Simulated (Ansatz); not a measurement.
The system is Ba2Tl5V3O12.

```
Ba V Tl O
1.0
     8.15421    0.00000    0.00000
    -4.07711    7.06176    0.00000
     0.00000    0.00000    6.92128
Ba V Tl O
2 3 5 12
Direct
  0.00000 0.00000 0.23552
  0.00000 0.00000 0.76448
  0.50000 0.00000 0.00000
  0.00000 0.50000 0.00000
  0.50000 0.50000 0.00000
  0.50000 0.00000 0.50000
  0.00000 0.50000 0.50000
  0.50000 0.50000 0.50000
  0.33333 0.66667 0.22489
  0.66667 0.33333 0.77511
  0.33890 0.34334 0.81444
  0.65666 0.99556 0.81444
  0.00444 0.66110 0.81444
  0.34334 0.33890 0.18556
  0.99556 0.65666 0.18556
  0.66110 0.00444 0.18556
  0.66110 0.65666 0.18556
  0.34334 0.00444 0.18556
  0.99556 0.33890 0.18556
  0.65666 0.66110 0.81444
  0.00444 0.34334 0.81444
  0.33890 0.99556 0.81444
```

The cell was built by a generator and needn't be a form met in nature.

| Property | Result |
| --- | --- |
| Program | Ansatz 0.2.0 |
| Task | relaxation of cell and atoms |
| Functional | PBEsol |
| Dispersion | D3(BJ) |
| Potentials or basis | Ansatz PAW |
| Cutoff | 420 eV (not typed: the program's choice for these potentials) |
| k mesh | 3 × 3 × 3 |
| Occupations | fermi-dirac, width 0.05 eV |
| Spin | collinear spin, ferromagnetic start |
| Starting moments | [0.0, 0.0, 2.0, 2.0, 2.0, 0.0, 0.0, 0.0, 0.0, 0.0, 0.0, 0.0, 0.0, 0.0, 0.0, 0.0, 0.0, 0.0, 0.0, 0.0, 0.0, 0.0] μB |

At the start: volume 18.12 Å³/atom.

Where does the relaxation end?

It ends after 9 steps and the volume is 16.56 Å³/atom (-8.6 %); space group P-3m1 (No. 164, to 0.05 Å); moment 0.00 μB per cell.

Step by step:
```
step  energy change (eV)  largest force (eV/Å)  volume (Å³)
   1              0.0000                0.2297       398.55
   2             -0.3250                0.8427       347.77
   3             -0.4717                1.3967       365.63
   4             -0.6659                0.1725       363.92
   5             -0.6700                0.0291       365.70
   6             -0.6707                0.0022       365.64
   7             -0.6142                0.0020       365.64
   8             -0.6193                0.0073       364.25
   9             -0.6145                0.0073       364.25
```

Final structure:
```xyz
22
Lattice="7.9230 0.0000 0.0000 -3.9615 6.8615 0.0000 0.0000 0.0000 6.7003" Properties=species:S:1:pos:R:3 pbc="T T T"
Ba    0.0000    0.0000    1.6096
Ba    0.0000    0.0000    5.0907
V     3.9615    0.0000    0.0000
V    -1.9807    3.4307    0.0000
V     1.9807    3.4308    0.0000
Tl    3.9615    0.0000    3.3502
Tl   -1.9807    3.4307    3.3502
Tl    1.9807    3.4308    3.3502
Tl    0.0000    4.5743    1.5394
Tl    3.9615    2.2872    5.1609
O     1.3041    2.3426    5.4243
O     1.2807    6.8195    5.4243
O    -2.5847    4.5608    5.4243
O     1.3767    2.3007    1.2760
O     5.2656    4.5189    1.2760
O     5.2422    0.0420    1.2760
O     2.6574    4.5189    1.2760
O     2.6808    0.0420    1.2760
O     6.5462    2.3007    1.2760
O     2.5847    4.5608    5.4243
O    -1.3041    2.3426    5.4243
O    -1.2807    6.8195    5.4243
```

Caveat: the plane-wave basis is chosen anew once the cell has moved, so the energies of steps on either side of that aren't comparable; the pressure holds a Pulay correction of +0.4 GPa for the finite cutoff; pairwise dispersion overbinds metals, which lowers pressure and volume; the PAW data sets come from PBE, with cores solved anew for the run's functional, which leaves a small shift of forces and pressure; the starting moments weren't kept.
